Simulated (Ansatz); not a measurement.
# SiAsH3 (triplet): from Hartree-Fock to the top rungs, cc-pVTZ

How much of the correlation energy of SiAsH3 (triplet) does each wave-function method recover here?

Program: Ansatz 0.2.0, Gaussian basis. Level of theory: cc-pVTZ, core rule «outside noble gas», up to 19 orbitals frozen. These are calculated values, not measurements.

The runs, in order: UHF; CCSD(T) on ROHF; CCSD(T) on UHF; BCCD(T) on ROHF; CCSDT(Q) on ROHF; CCSDT(Q) on UHF; CASSCF and NEVPT2, 12 electrons in 11 orbitals.

7 further runs of the same task are left out: 1 for a known fault of the program, 6 set aside as unsound or not needed.

## Step 1: What is computed

The geometry is a PBE0/def2-TZVP stationary point (not a proven minimum). No spin-orbit coupling is included. The filled d shell of As may be among the frozen orbitals whatever the setting's name suggests; the logs give the count.

5 atoms, charge 0, spin multiplicity 3.

Atoms are counted from 1 here; the program's logs count them from 0.

Bond lengths: Si1–As2 2.357 Å, Si1–H3 1.488 Å, Si1–H4 1.488 Å, Si1–H5 1.488 Å. Angles: As2–Si1–H3 110.3°, As2–Si1–H4 110.3°, As2–Si1–H5 110.3°, H3–Si1–H4 108.7°, H3–Si1–H5 108.7°, H4–Si1–H5 108.7°.

Geometry (Å):

```xyz
5
AsH3Si
Si   -1.65054   -0.01152    0.00413
As    0.70616    0.00493   -0.00177
H    -2.17595    1.38115    0.00751
H    -2.15830   -0.71504    1.21360
H    -2.16438   -0.71146   -1.20486
```

## Step 2: UHF

The input, in.yaml:

```yaml
crystal:
  periodic: [false, false, false]
  atoms:
    - {symbol: Si, position_ang: [-1.650542, -0.011519, 0.004128]}
    - {symbol: As, position_ang: [0.706158, 0.004928, -0.001766]}
    - {symbol: H, position_ang: [-2.175948, 1.381149, 0.007507]}
    - {symbol: H, position_ang: [-2.158302, -0.715039, 1.213602]}
    - {symbol: H, position_ang: [-2.164376, -0.711463, -1.204855]}
basis:
  gaussian: {orbitals: cc-pVTZ}
magnetization: {spin_polarized: true, initial_magnetization: 2}
hamiltonian: {xc: hf}
output: {orbitals: {seedname: orbitals}}
```

Started as:

```console
$ ansatz run in.yaml --threads 1 --pin off --events-out ev --progress --plain --max-ram 4096MiB --backend cpu
```

After this run come: CCSD(T) on ROHF; CCSD(T) on UHF; BCCD(T) on ROHF; CCSDT(Q) on ROHF; CCSDT(Q) on UHF; CASSCF and NEVPT2, 12 electrons in 11 orbitals.

**Question.** What will the summary of the whole plan be? Wanted: UCCSDT(Q) from the RHF energy; RMP2 from UCCSDT(Q); UMP2 from UCCSDT(Q); RCCSD from UCCSDT(Q); RCCSD(T) from UCCSDT(Q); UCCSD(T) from UCCSDT(Q); RCCSDT(Q) from UCCSDT(Q); NEVPT2 valence from UCCSDT(Q); T1 diagnostic.

**Answer**, as computed:

| quantity | value |
| --- | --- |
| UCCSDT(Q) from the ROHF energy | -7.4282 eV |
| RMP2 from UCCSDT(Q) | +1363.2 meV |
| UMP2 from UCCSDT(Q) | +1387.0 meV |
| RCCSD from UCCSDT(Q) | +307.7 meV |
| RCCSD(T) from UCCSDT(Q) | +57.0 meV |
| UCCSD(T) from UCCSDT(Q) | +48.5 meV |
| RCCSDT(Q) from UCCSDT(Q) | +9.5 meV |
| NEVPT2 valence from UCCSDT(Q) | +1556.9 meV |
| levels within 1 kcal/mol (43 meV) | RCCSDT, UCCSDT, RCCSDT(Q) |
| T1 diagnostic | 0.018 |
| effectively unpaired electrons | 2.02 |

What this shows: RCCSD(T) lands +57.0 meV from the yardstick (0.8 % of the correlation energy). One determinant dominates. These misses are within one basis, not against nature; the frozen cores of restricted and unrestricted runs differ, which can shift their rows.
